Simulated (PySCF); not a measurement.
# CH₆N₂Si₂: NMR shifts at several levels of theory, part 2 of 2

PySCF 2.14.0. Atoms count from 0. The steps go on from the part before.

### 9 Shielding tensors: KT3/pcSseg-2

Job settings and geometry (Å):

```
{"job": {"kind": "nmr", "xc": "KT3", "basis": "pcSseg-2", "pop": false}, "charge": 0, "multiplicity": 1}
N      3.091082    -1.482728    -0.103997
C      2.288060    -0.729468     0.261193
Si     0.972367     0.486601     0.801950
N     -0.255152     0.664669    -0.394408
Si    -1.712793    -0.284192    -0.595667
H      1.690555     1.769016     1.028107
H      0.389755    -0.068826     2.050153
H     -0.027530     1.296458    -1.159023
H     -1.629327    -1.212957    -1.763496
H     -2.891700     0.610335    -0.798726
H     -1.876820    -1.074421     0.658136
```

Level: GIAO KT3/pcSseg-2 NMR shielding, non-relativistic, gas phase.

The program printed:

```text
coarse grid: 10184 points
cycle   1  E = -737.0926967055  dE =  2.150e-01  |g| = 6.302e-01  |ddm| = 2.496e+00
cycle   2  E = -736.7094901537  dE =  3.832e-01  |g| = 1.389e+00  |ddm| = 1.314e+00
cycle   3  E = -737.1512602782  dE = -4.418e-01  |g| = 3.686e-01  |ddm| = 1.025e+00
cycle   4  E = -737.1792267744  dE = -2.797e-02  |g| = 1.276e-01  |ddm| = 2.172e-01
cycle   5  E = -737.1828072340  dE = -3.580e-03  |g| = 3.299e-02  |ddm| = 1.012e-01
cycle   6  E = -737.1830982062  dE = -2.910e-04  |g| = 5.762e-03  |ddm| = 3.364e-02
cycle   7  E = -737.1831083443  dE = -1.014e-05  |g| = 1.199e-03  |ddm| = 7.194e-03
cycle   8  E = -737.1831087438  dE = -3.995e-07  |g| = 2.386e-04  |ddm| = 1.591e-03
final grid: 89280 points
cycle   9  E = -737.2144814594  dE = -2.673e-04  |g| = 1.531e-02  |ddm| = 9.514e-02
cycle  10  E = -737.2144708522  dE =  1.061e-05  |g| = 1.200e-02  |ddm| = 9.867e-03
cycle  11  E = -737.2144568272  dE =  1.403e-05  |g| = 1.277e-02  |ddm| = 1.113e-02
cycle  12  E = -737.2144935780  dE = -3.675e-05  |g| = 1.718e-03  |ddm| = 5.925e-03
cycle  13  E = -737.2144941945  dE = -6.165e-07  |g| = 4.006e-04  |ddm| = 1.138e-03
cycle  14  E = -737.2144942313  dE = -3.677e-08  |g| = 1.205e-04  |ddm| = 3.996e-04
cycle  15  E = -737.2144942353  dE = -3.983e-09  |g| = 2.051e-05  |ddm| = 1.105e-04
cycle  16  E = -737.2144942354  dE = -1.398e-10  |g| = 2.583e-06  |ddm| = 2.762e-05
converged SCF energy = -737.2144942354

GIAO shielding tensors (ppm)
atom      isotropic    diamagn.    paramagn.     s11        s22        s33       span
  0 N      -72.009     331.990    -403.999   -260.281   -240.670    284.923    545.203
  1 C       64.583     263.942    -199.359    -49.092    -42.470    285.309    334.401
  2 Si     421.943     878.681    -456.738    372.777    404.372    488.679    115.902
  3 N      247.962     323.237     -75.274    232.376    244.036    267.475     35.098
  4 Si     404.974     879.731    -474.757    366.152    377.232    471.537    105.385
  5 H       26.554      28.016      -1.462     23.100     25.297     31.265      8.166
  6 H       26.705      29.493      -2.788     23.748     25.794     30.572      6.824
  7 H       31.415      32.707      -1.292     23.390     29.052     41.803     18.413
  8 H       26.488      29.153      -2.665     23.142     24.860     31.461      8.319
  9 H       26.611      28.348      -1.737     23.262     24.812     31.758      8.496
 10 H       26.792      29.862      -3.070     24.106     25.724     30.547      6.441
```

It took 34 s on 1 thread of Arm Neoverse V2, shared host; peak memory 0.87 GiB.

This run: δ C1 116.7, N0 330.7, N3 10.7, Si4 -46.7, H5 4.72, H8 4.72 ppm (means over like atoms).

### 10 Shielding tensors: B97-D/pcSseg-2

Settings changed since step 9:

```diff
@@ -1,2 +1,2 @@
-{"job": {"kind": "nmr", "xc": "KT3", "basis": "pcSseg-2", "pop": false}, "charge": 0, "multiplicity": 1}
+{"job": {"kind": "nmr", "xc": "B97-D", "basis": "pcSseg-2", "pop": false}, "charge": 0, "multiplicity": 1}
 N      3.091082    -1.482728    -0.103997
```

With the program's defaults for keys left out, this is: GIAO B97-D/pcSseg-2 NMR shielding, non-relativistic, gas phase.

The program printed:

```text
coarse grid: 10184 points
cycle   1  E = -730.1117378600  dE =  1.999e-01  |g| = 6.438e-01  |ddm| = 2.541e+00
cycle   2  E = -729.7268935323  dE =  3.848e-01  |g| = 1.416e+00  |ddm| = 1.258e+00
cycle   3  E = -730.1677495131  dE = -4.409e-01  |g| = 3.916e-01  |ddm| = 1.000e+00
cycle   4  E = -730.1987985748  dE = -3.105e-02  |g| = 1.306e-01  |ddm| = 2.150e-01
cycle   5  E = -730.2025015173  dE = -3.703e-03  |g| = 3.482e-02  |ddm| = 1.024e-01
cycle   6  E = -730.2028106108  dE = -3.091e-04  |g| = 5.826e-03  |ddm| = 3.230e-02
cycle   7  E = -730.2028217981  dE = -1.119e-05  |g| = 1.169e-03  |ddm| = 7.467e-03
cycle   8  E = -730.2028221685  dE = -3.704e-07  |g| = 2.438e-04  |ddm| = 1.570e-03
final grid: 89280 points
cycle   9  E = -730.2084567700  dE = -9.333e-05  |g| = 1.028e-02  |ddm| = 5.727e-02
cycle  10  E = -730.2084078058  dE =  4.896e-05  |g| = 1.721e-02  |ddm| = 1.455e-02
cycle  11  E = -730.2084575991  dE = -4.979e-05  |g| = 7.775e-03  |ddm| = 1.172e-02
cycle  12  E = -730.2084688546  dE = -1.126e-05  |g| = 3.192e-03  |ddm| = 4.271e-03
cycle  13  E = -730.2084710563  dE = -2.202e-06  |g| = 3.892e-04  |ddm| = 1.729e-03
cycle  14  E = -730.2084710975  dE = -4.124e-08  |g| = 5.147e-05  |ddm| = 4.012e-04
cycle  15  E = -730.2084710982  dE = -6.238e-10  |g| = 1.095e-05  |ddm| = 4.902e-05
converged SCF energy = -730.2084710982

GIAO shielding tensors (ppm)
atom      isotropic    diamagn.    paramagn.     s11        s22        s33       span
  0 N      -83.809     332.478    -416.287   -276.965   -258.840    284.378    561.344
  1 C       56.896     264.893    -207.998    -60.221    -53.973    284.881    345.102
  2 Si     404.354     877.627    -473.272    354.172    386.127    472.764    118.592
  3 N      247.561     323.464     -75.903    231.970    243.350    267.364     35.394
  4 Si     387.273     878.432    -491.159    348.186    359.791    453.841    105.655
  5 H       26.553      28.042      -1.490     23.115     25.324     31.219      8.104
  6 H       26.689      29.321      -2.632     23.741     25.813     30.514      6.772
  7 H       31.489      32.724      -1.236     23.573     29.121     41.772     18.199
  8 H       26.465      29.107      -2.642     23.132     24.854     31.410      8.278
  9 H       26.591      28.396      -1.805     23.250     24.806     31.717      8.467
 10 H       26.768      29.701      -2.934     24.093     25.712     30.498      6.405
```

Wall time 32 s (1 thread of Arm Neoverse V2, shared host); peak memory 0.87 GiB.

In short: δ C1 122.1, N0 341.7, N3 10.3, Si4 -50.7, H8 4.79, H5 4.77 ppm (means over like atoms).

### 11 Shielding tensors: B3LYP/pcSseg-2

Settings changed since step 10:

```diff
@@ -1,2 +1,2 @@
-{"job": {"kind": "nmr", "xc": "B97-D", "basis": "pcSseg-2", "pop": false}, "charge": 0, "multiplicity": 1}
+{"job": {"kind": "nmr", "xc": "B3LYP", "basis": "pcSseg-2", "pop": false}, "charge": 0, "multiplicity": 1}
 N      3.091082    -1.482728    -0.103997
```

Method: GIAO B3LYP/pcSseg-2 NMR shielding, non-relativistic, gas phase.

The program printed:

```text
coarse grid: 10184 points
cycle   1  E = -730.2956711358  dE =  1.917e-01  |g| = 5.920e-01  |ddm| = 2.493e+00
cycle   2  E = -730.0986930029  dE =  1.970e-01  |g| = 1.101e+00  |ddm| = 8.989e-01
cycle   3  E = -730.3570364940  dE = -2.583e-01  |g| = 2.426e-01  |ddm| = 6.386e-01
cycle   4  E = -730.3679596486  dE = -1.092e-02  |g| = 8.360e-02  |ddm| = 1.345e-01
cycle   5  E = -730.3694165725  dE = -1.457e-03  |g| = 1.948e-02  |ddm| = 5.571e-02
cycle   6  E = -730.3695046586  dE = -8.809e-05  |g| = 2.865e-03  |ddm| = 1.525e-02
cycle   7  E = -730.3695067719  dE = -2.113e-06  |g| = 4.635e-04  |ddm| = 3.012e-03
final grid: 89280 points
cycle   8  E = -730.3846275560  dE = -2.583e-05  |g| = 3.592e-03  |ddm| = 2.061e-02
cycle   9  E = -730.3846248577  dE =  2.698e-06  |g| = 4.987e-03  |ddm| = 5.481e-03
cycle  10  E = -730.3846299650  dE = -5.107e-06  |g| = 9.061e-04  |ddm| = 3.132e-03
cycle  11  E = -730.3846301006  dE = -1.356e-07  |g| = 4.055e-04  |ddm| = 6.207e-04
cycle  12  E = -730.3846301297  dE = -2.903e-08  |g| = 1.849e-04  |ddm| = 2.425e-04
cycle  13  E = -730.3846301368  dE = -7.181e-09  |g| = 2.230e-05  |ddm| = 1.031e-04
cycle  14  E = -730.3846301369  dE = -1.011e-10  |g| = 3.755e-06  |ddm| = 1.897e-05
converged SCF energy = -730.3846301369

GIAO shielding tensors (ppm)
atom      isotropic    diamagn.    paramagn.     s11        s22        s33       span
  0 N     -100.173     330.704    -430.877   -301.070   -284.527    285.080    586.150
  1 C       50.515     264.610    -214.095    -71.342    -65.330    288.217    359.559
  2 Si     392.530     876.307    -483.777    341.305    374.517    461.768    120.463
  3 N      247.317     323.476     -76.159    231.395    244.014    266.541     35.146
  4 Si     376.937     877.035    -500.099    337.134    350.365    443.311    106.176
  5 H       26.615      27.874      -1.259     23.174     25.327     31.344      8.170
  6 H       26.722      28.973      -2.251     23.760     25.774     30.631      6.871
  7 H       31.428      32.705      -1.277     23.495     28.997     41.792     18.297
  8 H       26.534      28.858      -2.325     23.201     24.905     31.495      8.294
  9 H       26.646      28.251      -1.605     23.296     24.824     31.818      8.521
 10 H       26.784      29.371      -2.588     24.049     25.719     30.583      6.533
```

It took 25 s on 1 thread of Arm Neoverse V2, shared host; peak memory 1.2 GiB.

In short: δ C1 128.7, N0 358.7, N3 11.2, Si4 -52.3, H8 4.73, H5 4.72 ppm (means over like atoms).

### 12 Side by side: NMR shifts

Shifts (ppm) of some atoms, chosen among heavy atoms and hydrogens apart, means over like atoms, with basis size and wall time:

```
           run     C1    H8    H5     N0    N3    Si4    Si2  functions  time
   HF/pcSseg-2  135.6  4.38  4.35  369.4  -1.8  -49.4  -60.1        278  19 s
  LDA/pcSseg-2  131.3  5.19  5.22  371.4  16.8  -47.9  -65.6        278  28 s
  PBE/pcSseg-2  126.2  4.97  4.97  356.5  13.5  -48.7  -66.2        278  37 s
 BLYP/pcSseg-2  124.7  4.86  4.85  353.8  16.0  -54.5  -72.1        278  34 s
 BP86/pcSseg-2  125.4  4.95  4.96  353.6  11.8  -48.9  -66.7        278  33 s
 OPBE/pcSseg-2  123.6  4.88  4.86  345.4   8.9  -42.8  -59.3        278  34 s
  KT2/pcSseg-2  117.1  4.93  4.96  335.0  11.3  -45.6  -63.2        278  33 s
  KT3/pcSseg-2  116.7  4.72  4.72  330.7  10.7  -46.7  -63.7        278  34 s
B97-D/pcSseg-2  122.1  4.79  4.77  341.7  10.3  -50.7  -67.8        278  32 s
B3LYP/pcSseg-2  128.7  4.73  4.72  358.7  11.2  -52.3  -67.9        278  25 s
```

### 13 Results

What follows sums up all 2 parts.

| quantity | value |
| --- | --- |
| ¹³C shifts against TMS (HF/pcSseg-2) | 135.6 ppm |
| ¹H shifts against TMS (HF/pcSseg-2, means over atoms taken as alike) | 4.38, 4.35, 0.17 ppm |
| ¹⁵N shifts against NH3 (HF/pcSseg-2) | 369.4, -1.8 ppm |
| ²⁹Si shifts against TMS (HF/pcSseg-2) | -49.4, -60.1 ppm |
| range of the shift of N0 | 330.7 to 371.4 ppm |

Single values in the summary come from the first run of each kind that ended normally (HF/pcSseg-2), which need not be the best level. At HF/pcSseg-2: Shielding is most anisotropic at N0 (span 597 ppm, paramagnetic term -439 ppm). Across the 10 runs the shift of N0 moves most, between 330.7 (KT3/pcSseg-2) and 371.4 ppm (LDA/pcSseg-2).
